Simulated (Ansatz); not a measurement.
# NaScSe2 (I-III-VI2 or I-V-VI2 ordering on rocksalt lattice): testing the settings of optics runs

Does this optics input for NaScSe2 (I-III-VI2 or I-V-VI2 ordering on rocksalt lattice) end well? It is run as it stands.

Program: Ansatz 0.2.0. Level of theory: plane waves, PAW; settings as the input shows. These are calculated values, not measurements.

**1. The starting structure**

The structure is tetragonal, space group P4/mmm (No. 123). Conventional cell: a = 4.005 Å, b = 4.005 Å, c = 5.428 Å, α = 90.00°, β = 90.00°, γ = 90.00°. Na (site symmetry 4/mmm) has 6 Se at 2.71 to 2.83 Å as nearest neighbours. Se (site symmetry 4/mmm) is surrounded by 2 Na at 2.71 Å and 4 Sc at 2.83 Å. Sc (site symmetry 4/mmm) has 6 Se at 2.71 to 2.83 Å as nearest neighbours. Se (site symmetry 4/mmm) is surrounded by 2 Sc at 2.71 Å and 4 Na at 2.83 Å.

Structure file:

```
CELL_PARAMETERS angstrom
4.00461 0.00000 0.00000
0.00000 4.00461 0.00000
0.00000 0.00000 5.42757
ATOMIC_POSITIONS crystal
Na 0.00000 0.00000 0.00000
Se 0.00000 0.00000 0.50000
Sc 0.50000 0.50000 0.50000
Se 0.50000 0.50000 0.00000
```

Cell and atoms come from an earlier r2SCAN relaxation.

For scale, an earlier run with the standard settings (PBE, 6×6×4, gaussian width 0.1 eV, scissors 0 eV) gave tallest peak of ε₂: 13.7 at 1.95 eV.

**2. Try 1**

File input.yaml:

```yaml
crystal:
  lattice:
    - [4.0046071677, 0.0, 0.0]
    - [0.0, 4.0046071677, 0.0]
    - [0.0, 0.0, 5.4275684805]
  atoms:
    - { symbol: Na, position: [0.0, 0.0, 0.0] }
    - { symbol: Se, position: [0.0, 0.0, 0.5] }
    - { symbol: Sc, position: [0.5, 0.5, 0.5] }
    - { symbol: Se, position: [0.5, 0.5, 0.0] }
kpoints:
  mp_grid: { grid: [4, 4, 4] }
hamiltonian:
  xc: pbesol
scf:
  occupations: { method: fermi_dirac, width: 0.02 }
output:
  optics:
    e_range: [12, 0]
    de: 0.05
    sigma: 0.15
    scissors: 0
    scheme: fermi_dirac
    drude_damping: 0.2
    bands: auto
```

Run with:

```
$ ansatz run input.yaml --threads 4 --pin off --max-ram 3686MiB --backend cpu --events-out ev --progress --plain --runs-dir out
```

What it wrote:

```text
Error: invalid value for `output.optics.e_range`: [12, 0] eV must be finite with min < max
```

It took 0.1 s on 4 threads of Arm Neoverse V1, shared host; peak memory 0.093 GiB.

**Diagnosis.** Refused before any calculation. The photon range runs backwards. Fix: put the lower energy first.

**3. Summary**

| try | settings | ended | fault | time |
| --- | --- | --- | --- | --- |
| 1 | PBEsol, 4×4×4, fermi-dirac width 0.15 eV, scissors 0 eV | refused | the photon range runs backwards | 0.1 s |

In words: 1 refused. No run passed without a fault or warning, so no result is quoted.
